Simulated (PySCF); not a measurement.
**Zr(OMe)2Cl2: geometry, NMR shifts and electronic excitations**

Wanted: the NMR shifts and electronic excitations of Zr(OMe)2Cl2 (`C[O][Zr]([Cl])([Cl])[O]C`), by calculation.

Computed with PySCF 2.14.0, with density-fitted response routines of our own, on a single molecule in the gas phase. Atoms count from 0, in the outputs and in this text.

## Step 1: The starting structure

13 atoms, charge 0, multiplicity 1; geometry from: GFN2-xTB. The atoms were then displaced at random by about 0.03 Å, so the start is not that level's minimum.

Bonds of the start (Å): Zr0–O1 1.84, Zr0–O6 1.83, Zr0–Cl11 2.36, Zr0–Cl12 2.30, O1–C2 1.44, C2–H3 1.04, C2–H4 1.09, C2–H5 1.06, O6–C7 1.42, C7–H8 1.11, C7–H9 1.03, C7–H10 1.11.

## Step 2: Optimising the geometry at PBE0-D3(BJ)/def2-SVP

Job settings and geometry (Å):

```
{"job": {"xc": "PBE0", "basis": "def2-SVP", "d3": "d3bj", "grid": 1, "maxiter": 40, "shake": 0.03, "kind": "geom"}, "charge": 0, "multiplicity": 1}
Zr     0.097800    -0.007640     0.037770
O     -0.113160     0.014260     1.869580
C     -1.468370    -0.017400     2.353830
H     -1.892800     0.862870     1.997850
H     -1.381670     0.018990     3.444510
H     -1.917230    -0.941660     2.080590
O      1.771250     0.002850    -0.702610
C      1.836660    -0.039720    -2.121560
H      1.356720    -0.997580    -2.404970
H      2.829060    -0.008450    -2.403340
H      1.211530     0.786910    -2.527970
Cl    -1.040630     1.906970    -0.747200
Cl    -1.258530    -1.632520    -0.854290
```

On the command line:

```console
$ OMP_NUM_THREADS=1 python probes_run.py task.json out
```

One launch serves the whole session: the jobs run in the order shown.

Log:

```text
step   0  E = -1196.93667991  max force = 0.061565
step   1  E = -1196.95991832  max force = 0.030411
step   2  E = -1196.96461574  max force = 0.015781
step   3  E = -1196.96873903  max force = 0.012899
step   4  E = -1196.97152064  max force = 0.017767
step   5  E = -1196.97635191  max force = 0.026705
step   6  E = -1196.97637591  max force = 0.020663
step   7  E = -1196.98258611  max force = 0.010213
step   8  E = -1196.98408039  max force = 0.006938
step   9  E = -1196.98545015  max force = 0.006836
step  10  E = -1196.98647983  max force = 0.003256
step  11  E = -1196.98688074  max force = 0.006115
step  12  E = -1196.98703750  max force = 0.001368
step  13  E = -1196.98708239  max force = 0.001876
step  14  E = -1196.98706536  max force = 0.001343
step  15  E = -1196.98707806  max force = 0.000636
step  16  E = -1196.98708789  max force = 0.000447
optimisation converged
```

Run time: 4.2 min. Hardware: 1 thread of Arm Neoverse V2, shared host; peak memory 0.6 GiB.

Relaxation path:

| step | energy from step 0 (eV) | largest force component (eV/Å) |
| --- | --- | --- |
| 0 | 0.0000 | 3.1658 |
| 1 | -0.6323 | 1.5638 |
| 2 | -0.7602 | 0.8115 |
| 3 | -0.8724 | 0.6633 |
| 4 | -0.9481 | 0.9136 |
| 5 | -1.0795 | 1.3732 |
| 6 | -1.0802 | 1.0625 |
| 7 | -1.2492 | 0.5252 |
| 8 | -1.2898 | 0.3568 |
| 9 | -1.3271 | 0.3515 |
| 10 | -1.3551 | 0.1674 |
| 11 | -1.3660 | 0.3144 |
| 12 | -1.3703 | 0.0703 |
| 13 | -1.3715 | 0.0965 |
| 14 | -1.3711 | 0.0691 |
| 15 | -1.3714 | 0.0327 |
| 16 | -1.3717 | 0.0230 |

Distances of close pairs at the start and the end, largest changes first:

| bond | before (Å) | after (Å) | change (Å) |
| --- | --- | --- | --- |
| Zr0–C7 | 2.773 | 3.278 | +0.505 |
| Zr0–C2 | 2.796 | 3.281 | +0.485 |
| C7–H9 | 1.032 | 1.103 | +0.070 |
| Zr0–Cl12 | 2.297 | 2.366 | +0.069 |
| C2–H3 | 1.040 | 1.103 | +0.063 |
| Zr0–O6 | 1.830 | 1.891 | +0.061 |
| O1–C2 | 1.439 | 1.387 | -0.052 |
| Zr0–O1 | 1.844 | 1.894 | +0.050 |

The final coordinates are the input of the step that follows.

| at the end point | value |
| --- | --- |
| point group (found at 0.08 Å tolerance) | C1 |
| rotational constants (GHz, main isotopes) | 0.933, 0.878, 0.860 |
| dipole moment (D) | 3.98 |

## Step 3: NMR shieldings: PBE0/def2-TZVP+pcSseg-1

Job settings and geometry (Å):

```
{"job": {"kind": "nmr", "xc": "PBE0", "basis": {"default": "pcSseg-1", "Zr": "def2-TZVP"}}, "charge": 0, "multiplicity": 1}
Zr    -0.892722     0.153196    -0.797366
O     -1.177915     0.068569     1.073319
C     -1.319948     0.002531     2.451755
H     -1.856898     0.890633     2.824893
H     -0.335551    -0.042461     2.947212
H     -1.894365    -0.894582     2.737168
O      0.943261     0.000401    -1.225600
C      2.276599    -0.164479    -1.571834
H      2.443479    -1.170816    -1.991464
H      2.928180    -0.041294    -0.690970
H      2.570874     0.581487    -2.328898
Cl    -1.675438     2.246210    -1.583808
Cl    -1.978925    -1.681514    -1.822217
```

Level: GIAO PBE0/pcSseg-1 Zr:def2-TZVP NMR shielding, scalar relativity only through core potentials, gas phase.

Log:

```text
coarse grid: 56392 points
cycle   1  E = -1196.6380849213  dE = -4.442e+00  |g| = 1.727e+00  |ddm| = 5.209e+00
cycle   2  E = -1196.1215098628  dE =  5.166e-01  |g| = 2.214e+00  |ddm| = 3.792e+00
cycle   3  E = -1197.3531190225  dE = -1.232e+00  |g| = 3.760e-01  |ddm| = 2.537e+00
cycle   4  E = -1197.3500453468  dE =  3.074e-03  |g| = 4.034e-01  |ddm| = 4.737e-01
cycle   5  E = -1197.3810554571  dE = -3.101e-02  |g| = 7.255e-02  |ddm| = 2.476e-01
cycle   6  E = -1197.3821636699  dE = -1.108e-03  |g| = 1.101e-02  |ddm| = 5.059e-02
cycle   7  E = -1197.3821921114  dE = -2.844e-05  |g| = 2.879e-03  |ddm| = 1.088e-02
cycle   8  E = -1197.3821940202  dE = -1.909e-06  |g| = 9.972e-04  |ddm| = 3.242e-03
final grid: 114960 points
cycle   9  E = -1197.3821261065  dE =  2.325e-07  |g| = 1.522e-03  |ddm| = 2.297e-03
cycle  10  E = -1197.3821249450  dE =  1.161e-06  |g| = 2.743e-03  |ddm| = 3.237e-03
cycle  11  E = -1197.3821266222  dE = -1.677e-06  |g| = 2.869e-04  |ddm| = 2.011e-03
cycle  12  E = -1197.3821266381  dE = -1.584e-08  |g| = 5.388e-05  |ddm| = 2.156e-04
cycle  13  E = -1197.3821266387  dE = -6.244e-10  |g| = 5.896e-06  |ddm| = 4.312e-05
converged SCF energy = -1197.3821266387

GIAO shielding tensors (ppm)
atom      isotropic    diamagn.    paramagn.     s11        s22        s33       span
  0 Zr         nan         nan         nan        nan        nan        nan        nan
  1 O       96.455     403.104    -306.649    -21.191     41.165    269.391    290.582
  2 C      119.484     240.271    -120.787     86.109     88.657    183.686     97.577
  3 H       27.104      26.645       0.459     23.672     25.093     32.546      8.874
  4 H       27.096      28.579      -1.483     23.696     25.120     32.472      8.775
  5 H       27.118      26.832       0.286     23.709     25.089     32.555      8.846
  6 O       95.094     403.189    -308.095    -21.070     35.978    270.373    291.443
  7 C      119.324     240.158    -120.834     85.780     88.461    183.730     97.950
  8 H       27.059      27.063      -0.004     23.697     25.105     32.375      8.679
  9 H       27.149      28.388      -1.239     23.717     25.085     32.644      8.926
 10 H       27.067      26.490       0.577     23.660     25.054     32.487      8.827
 11 Cl     568.634    1150.382    -581.748    241.313    440.093   1024.496    783.183
 12 Cl     565.859    1150.407    -584.548    237.944    434.608   1025.023    787.079
```

Wall time 38 s (1 thread of Arm Neoverse V2, shared host); peak memory 1.1 GiB.

The references, computed at this level on geometries of the same kind, shield at (ppm): ¹H TMS 31.27, ¹³C TMS 184.4, ¹⁷O H2O 334.6, ³⁵Cl HCl 943. Their shielding less the atom's gives the shift. The references are single molecules in the gas phase, so shifts against H2O, NH3, PH3, H3PO4 or CFCl3 are not on the usual liquid scales and can be off by tens of ppm. Atoms listed in one row are averaged.

| atoms | environment | σ (ppm) | δ (ppm) |
| --- | --- | --- | --- |
| C2, C7 | carbon bonded to O, 3 H | 119.4 | 65.0 |
| H3, H4, H5, H8, H9, H10 | hydrogen on a carbon bonded to O | 27.10 | 4.17 |
| O1, O6 | oxygen bonded to C, Zr | 95.8 | 238.8 |
| Cl11, Cl12 | chlorine bonded to Zr | 567 | 376 |

Atoms past Kr carry core potentials, so their printed shieldings have no meaning and are left out of the table.

Charges from the same density, by scheme (e):

| atoms | Mulliken | ESP fit |
| --- | --- | --- |
| Zr0 | 1.38 | 0.86 |
| O1, O6 | -0.67 | -0.25 |
| C2, C7 | 0.00 | -0.22 |
| Cl11, Cl12 | -0.38 | -0.31 |

Mayer bond orders: Zr0–O1 1.04, Zr0–O6 1.04, Zr0–Cl11 1.01, Zr0–Cl12 1.02, O1–C2 0.89, O6–C7 0.89.

With diffuse functions Mulliken charges and Mayer bond orders lose their meaning; the other schemes are steadier.

Orbitals, density, ELF and potential are computed afterwards from the orbital file.

Frontier orbitals at PBE0/def2-TZVP+pcSseg-1, with the share of their density that lies nearest to each atom:

| orbital | energy (eV) | lies on |
| --- | --- | --- |
| HOMO | -8.64 | O1, O6 about 28 % each; Cl11, Cl12 about 9 % each; H4, H9 about 7 % each |
| LUMO | -1.19 | Zr0 68 %; Cl11, Cl12 about 11 % each |

ELF in a plane through or near 7 of the atoms.

Ten even steps from ' ' (0.00) to '@' (1.00):
```
                                                        
                                                        
                                                        
                                                        
              --++--                --++--              
            ==@@@@@@##            %%@@@@@@==            
            ==@@@@@@**            %%@@@@@@==            
            ::%%@@%%..            ..%%@@@@::            
          --++==..==--++++    --==::==..::++--          
        ::++##--++%%++%%##..  **%%**%%++::**--          
        ::==++--++**..##--::::--%%++++**--==::          
          ..    --%%%%==++**##++--%%%%++                
                ::==::..%%==::%%..--++--                
                        ==####==                        
                                                        
                                                        
                                                        
                                                        
                                                        
                                                        
```
The map spans 12.1 Å across and 10.4 Å up, centred on the molecule. Atoms in the plane (x, y in Å): Zr0 (0.0, -1.2), O1 (1.6, -0.2), C2 (2.7, 0.6), H4 (2.4, 1.7), O6 (-1.5, -0.1), C7 (-2.7, 0.7), H9 (-2.5, 1.7).

log10 of the density (e/Å³) in the same plane.

Ten even steps from ' ' (-4.0) to '@' (2.4):
```
                                                        
                                                        
                                                        
              ......                ......              
          ..::::--::::..        ..::::--::::..          
        ..::--======--::..    ..::--======--::..        
      ..::--==++++++==::........--==++**++==--::..      
      ::--==++****++==----::::----==++****++==--::..    
    ..::--++**####**++++====--==++++****##**++--::..    
    ..::==++******####**++====++**##********++--::..    
    ..::--==++++**##%%##**++++++##@@##**++++==--::..    
      ..::----==++********####********++==----::..      
        ....::----====++********++++====--::....        
              ..::----==++****++==----::..              
                ..::----==++++==----::....              
                ..::::----====----::::..                
                  ..::::--------::::..                  
                    ....::::::::....                    
                        ........                        
                                                        
```
The map spans 12.1 Å across and 10.4 Å up, centred on the molecule. Atoms in the plane (x, y in Å): Zr0 (0.0, -1.2), O1 (1.6, -0.2), C2 (2.7, 0.6), H4 (2.4, 1.7), O6 (-1.5, -0.1), C7 (-2.7, 0.7), H9 (-2.5, 1.7).

On the surface of density 0.002 e/bohr³ the electrostatic potential runs, from the 1st to the 99th percentile, from -0.78 V near Cl11 to 1.90 V near Zr0.

## Step 4: Excited states and response: wB97X-D/def2-SVPD

Same as in step 3 but for these lines:

```diff
@@ -1,2 +1,2 @@
-{"job": {"kind": "nmr", "xc": "PBE0", "basis": {"default": "pcSseg-1", "Zr": "def2-TZVP"}}, "charge": 0, "multiplicity": 1}
+{"job": {"kind": "uv", "xc": "wB97X-D", "basis": "def2-SVPD", "ip": true, "nstates": 10}, "charge": 0, "multiplicity": 1}
 Zr    -0.892722     0.153196    -0.797366
```

Method: TDDFT wB97X-D/def2-SVPD, vertical, gas phase, core orbitals frozen in the response.

Log:

```text
coarse grid: 56392 points
cycle   1  E = -1197.1676983724  dE = -5.774e+00  |g| = 1.162e+00  |ddm| = 7.141e+00
cycle   2  E = -1197.1900375793  dE = -2.234e-02  |g| = 1.196e+00  |ddm| = 3.622e+00
cycle   3  E = -1197.4957570178  dE = -3.057e-01  |g| = 1.636e-01  |ddm| = 1.750e+00
cycle   4  E = -1197.4990741102  dE = -3.317e-03  |g| = 1.017e-01  |ddm| = 4.142e-01
cycle   5  E = -1197.5013193683  dE = -2.245e-03  |g| = 2.403e-02  |ddm| = 1.592e-01
cycle   6  E = -1197.5014605570  dE = -1.412e-04  |g| = 2.404e-03  |ddm| = 5.418e-02
cycle   7  E = -1197.5014637429  dE = -3.186e-06  |g| = 8.436e-04  |ddm| = 8.174e-03
final grid: 114960 points
cycle   8  E = -1197.5046653452  dE = -7.353e-05  |g| = 2.424e-03  |ddm| = 1.274e-01
cycle   9  E = -1197.5046660920  dE = -7.468e-07  |g| = 1.783e-03  |ddm| = 1.221e-02
cycle  10  E = -1197.5046667335  dE = -6.415e-07  |g| = 6.745e-04  |ddm| = 3.045e-03
cycle  11  E = -1197.5046668217  dE = -8.816e-08  |g| = 2.099e-04  |ddm| = 1.950e-03
cycle  12  E = -1197.5046668320  dE = -1.027e-08  |g| = 4.766e-05  |ddm| = 5.131e-04
cycle  13  E = -1197.5046668326  dE = -6.426e-10  |g| = 1.616e-05  |ddm| = 1.101e-04
converged SCF energy = -1197.5046668326

Static polarisability (au): isotropic 103.636, principal 100.491 101.718 108.700

Singlet excitations
state   eV       nm        f      main configurations
  1   6.2952    197.0   0.00002   H-1->L 0.90
  2   6.3695    194.7   0.00648   H->L 0.87
  3   6.4340    192.7   0.01657   H-2->L 0.64, H->L+1 0.26
  4   6.6098    187.6   0.01702   H->L+1 0.63, H-2->L 0.20
  5   6.7913    182.6   0.00570   H-1->L+1 0.38, H-4->L 0.26, H-5->L 0.24
  6   6.7947    182.5   0.00501   H-2->L+1 0.30, H-5->L 0.30, H-4->L 0.21
  7   6.8521    180.9   0.02048   H-3->L 0.73, H-5->L+1 0.10
  8   6.8664    180.6   0.02331   H-2->L+1 0.47, H-5->L 0.24
  9   6.8909    179.9   0.00025   H->L+3 0.65, H-4->L+1 0.20
 10   7.0984    174.7   0.01876   H-4->L 0.34, H-2->L+3 0.27, H-1->L+1 0.26

Triplet excitations (Tamm-Dancoff, eV): 6.0937 6.1465 6.1942 6.2922
Vertical ionisation energy (delta-SCF) = 10.6633 eV
```

Wall time 5.9 min (1 thread of Arm Neoverse V2, shared host); peak memory 1.3 GiB.

The orbitals next to the gap, with their largest atomic shares:

| orbital | eV | atoms |
| --- | --- | --- |
| HOMO−3 | -11.06 | Cl11 26 %, Cl12 26 %, O1 13 % |
| HOMO−2 | -10.60 | Cl12 28 %, Cl11 28 %, O1 21 % |
| HOMO−1 | -10.59 | Cl11 29 %, Cl12 25 %, O6 22 % |
| HOMO | -10.56 | O1 26 %, O6 25 %, Cl12 11 % |
| LUMO | 0.49 | Zr0 68 %, Cl12 12 %, Cl11 12 % |
| LUMO+1 | 0.91 | Zr0 67 %, O6 9 %, O1 7 % |
| LUMO+2 | 1.11 | Zr0 59 %, Cl12 7 %, Cl11 7 % |

With each of the 10 states as a Gaussian band of 0.4 eV half-width at 1/e, the curve within the window shown has maxima at 183 nm (ε 3,500) L/(mol cm). Beyond the last state computed it falls off for lack of states. The curve at chosen wavelengths:

(nm, ε (L/mol/cm)): (168, 785), (170, 1191), (172, 1673), (174, 2186), (176, 2676), (178, 3088), (180, 3376), (182, 3519), (184, 3516), (186, 3385), (188, 3153), (190, 2852), (192, 2511), (194, 2154), (196, 1801), (198, 1467), (200, 1163), (202, 898), (204, 675), (206, 493), (208, 350), (210, 242), (212, 163), (214, 107), (216, 69), (218, 43)

Leading natural transition orbitals of singlet state 8: the hole lies on Cl11, Cl12 about 42 % each; the particle on Zr0 67 %; O1, O6 about 8 % each; Cl11, Cl12 about 7 % each.

Leading natural transition orbitals of singlet state 1: the hole lies on Cl11, Cl12 about 32 % each; O1, O6 about 14 % each; the particle on Zr0 68 %; Cl11, Cl12 about 11 % each.

Further results of this job:

| property | computed |
| --- | --- |
| dipole moment (D) | 4.02 |
| polarisability (Å³) | 15.36 |
| HOMO–LUMO gap (eV) | 11.05 |
| −ε(HOMO) (eV) | 10.56 |

## Step 5: Shielding tensors: KT2/def2-TZVP+pcSseg-1

Same as in step 4 but for these lines:

```diff
@@ -1,2 +1,2 @@
-{"job": {"kind": "uv", "xc": "wB97X-D", "basis": "def2-SVPD", "ip": true, "nstates": 10}, "charge": 0, "multiplicity": 1}
+{"job": {"kind": "nmr", "xc": "KT2", "basis": {"default": "pcSseg-1", "Zr": "def2-TZVP"}, "pop": false}, "charge": 0, "multiplicity": 1}
 Zr    -0.892722     0.153196    -0.797366
```

Method: GIAO KT2/pcSseg-1 Zr:def2-TZVP NMR shielding, scalar relativity only through core potentials, gas phase.

Log:

```text
coarse grid: 56392 points
cycle   1  E = -1205.9782858052  dE = -2.690e+00  |g| = 3.292e+00  |ddm| = 5.416e+00
cycle   2  E = -1186.8672927785  dE =  1.911e+01  |g| = 7.540e+00  |ddm| = 1.978e+01
cycle   3  E = -1207.2392226279  dE = -2.037e+01  |g| = 2.256e+00  |ddm| = 1.936e+01
cycle   4  E = -1207.0174117211  dE =  2.218e-01  |g| = 2.666e+00  |ddm| = 2.835e+00
cycle   5  E = -1208.3598800640  dE = -1.342e+00  |g| = 4.555e-01  |ddm| = 1.473e+00
cycle   6  E = -1208.3759797180  dE = -1.610e-02  |g| = 4.521e-01  |ddm| = 8.276e-01
cycle   7  E = -1208.4138352406  dE = -3.786e-02  |g| = 2.309e-01  |ddm| = 3.640e-01
cycle   8  E = -1208.4251329480  dE = -1.130e-02  |g| = 3.630e-02  |ddm| = 1.467e-01
cycle   9  E = -1208.4254074683  dE = -2.745e-04  |g| = 1.113e-02  |ddm| = 2.662e-02
cycle  10  E = -1208.4254368508  dE = -2.938e-05  |g| = 2.287e-03  |ddm| = 9.352e-03
cycle  11  E = -1208.4254384204  dE = -1.570e-06  |g| = 3.791e-04  |ddm| = 2.254e-03
final grid: 114960 points
cycle  12  E = -1208.4252962626  dE = -1.123e-07  |g| = 7.944e-04  |ddm| = 1.791e-03
cycle  13  E = -1208.4252953585  dE =  9.041e-07  |g| = 2.175e-03  |ddm| = 1.977e-03
cycle  14  E = -1208.4252963985  dE = -1.040e-06  |g| = 2.744e-04  |ddm| = 1.407e-03
cycle  15  E = -1208.4252964160  dE = -1.750e-08  |g| = 5.273e-05  |ddm| = 2.547e-04
cycle  16  E = -1208.4252964167  dE = -7.058e-10  |g| = 1.710e-05  |ddm| = 6.621e-05
converged SCF energy = -1208.4252964167

GIAO shielding tensors (ppm)
atom      isotropic    diamagn.    paramagn.     s11        s22        s33       span
  0 Zr         nan         nan         nan        nan        nan        nan        nan
  1 O       79.304     402.567    -323.263    -29.805     30.494    237.225    267.031
  2 C      115.919     242.121    -126.202     81.094     83.863    182.800    101.706
  3 H       26.820      26.693       0.126     23.620     24.726     32.113      8.493
  4 H       26.806      29.100      -2.294     23.647     24.726     32.045      8.399
  5 H       26.834      26.929      -0.094     23.656     24.726     32.122      8.466
  6 O       78.176     402.600    -324.424    -29.539     25.589    238.478    268.017
  7 C      115.745     242.004    -126.259     80.729     83.651    182.855    102.126
  8 H       26.774      27.212      -0.439     23.644     24.730     31.947      8.302
  9 H       26.861      28.874      -2.013     23.665     24.703     32.216      8.551
 10 H       26.783      26.502       0.281     23.610     24.684     32.055      8.445
 11 Cl     533.685    1152.232    -618.548    205.003    411.965    984.086    779.083
 12 Cl     531.351    1152.268    -620.917    202.473    406.822    984.757    782.284
```

Wall time 36 s (1 thread of Arm Neoverse V2, shared host); peak memory 0.99 GiB.

In short: δ C2 67.4, O1 251.9, Cl11 410, H3 4.37 ppm (means over like atoms).

## Step 6: Side by side: NMR shifts

Shifts (ppm), means over like atoms, with basis size and wall time:

| run | C2 | H3 | O1 | Cl11 | functions | time |
| --- | --- | --- | --- | --- | --- | --- |
| PBE0/def2-TZVP+pcSseg-1 | 65.0 | 4.17 | 238.8 | 376 | 186 | 38 s |
| KT2/def2-TZVP+pcSseg-1 | 67.4 | 4.37 | 251.9 | 410 | 186 | 36 s |

## Step 7: Summary of results

| quantity | value |
| --- | --- |
| point group | C1 |
| rotational constants (main isotopes) | 0.93, 0.88, 0.86 GHz |
| ¹³C shifts against TMS (PBE0/def2-TZVP+pcSseg-1, means over atoms taken as alike) | 65.0 ppm |
| ¹H shifts against TMS (PBE0/def2-TZVP+pcSseg-1, means over atoms taken as alike) | 4.17 ppm |
| ¹⁷O shifts against H2O (PBE0/def2-TZVP+pcSseg-1, means over atoms taken as alike) | 238.8 ppm |
| ³⁵Cl shifts against HCl (PBE0/def2-TZVP+pcSseg-1, means over atoms taken as alike) | 376 ppm |
| surface potential, 1st and 99th percentile | -0.78 V and 1.90 V |
| lowest singlet (wB97X-D/def2-SVPD) | 6.30 eV (197 nm), f = 0.000 |
| brightest single state of those computed | state 8, 6.87 eV, f = 0.023 |
| lowest triplet | 6.09 eV |
| vertical ionisation energy (ΔSCF) | 10.66 eV |
| range of the shift of Cl11 | 376 to 410 ppm |

What this shows: The start was shaken at random, so part of the energy gained undoes that. Over 16 steps the energy fell by 1.372 eV; of the close pairs, Zr0–C7 changed most, 2.773 to 3.278 Å. No frequency check was run at this level, so the end point may be a saddle. At PBE0/def2-TZVP+pcSseg-1: Shielding is most anisotropic at Cl11, Cl12 (span 785 ppm, paramagnetic term -583 ppm). At PBE0/def2-TZVP+pcSseg-1, counted by nearest atom on the grid, the HOMO lies on O1, O6 about 28 % each; Cl11, Cl12 about 9 % each, the LUMO on Zr0 68 %; Cl11, Cl12 about 11 % each. The lowest singlet, at 6.30 eV, is HOMO−1→LUMO 0.90 and is dark; of the 10 states computed, the strongest absorption comes from states 7 to 8 together at 6.87 eV. The lowest triplet lies 0.20 eV below the lowest singlet (triplets in Tamm-Dancoff, singlets in full TDDFT). ΔSCF puts the ionisation energy at 10.66 eV, 0.10 eV above −ε(HOMO). Across the 2 runs the shift of Cl11 (with its like atoms) moves most, between 376 (PBE0/def2-TZVP+pcSseg-1) and 410 ppm (KT2/def2-TZVP+pcSseg-1). Spin-orbit coupling is left out, which matters for shieldings and couplings at and beside the heavy atoms.
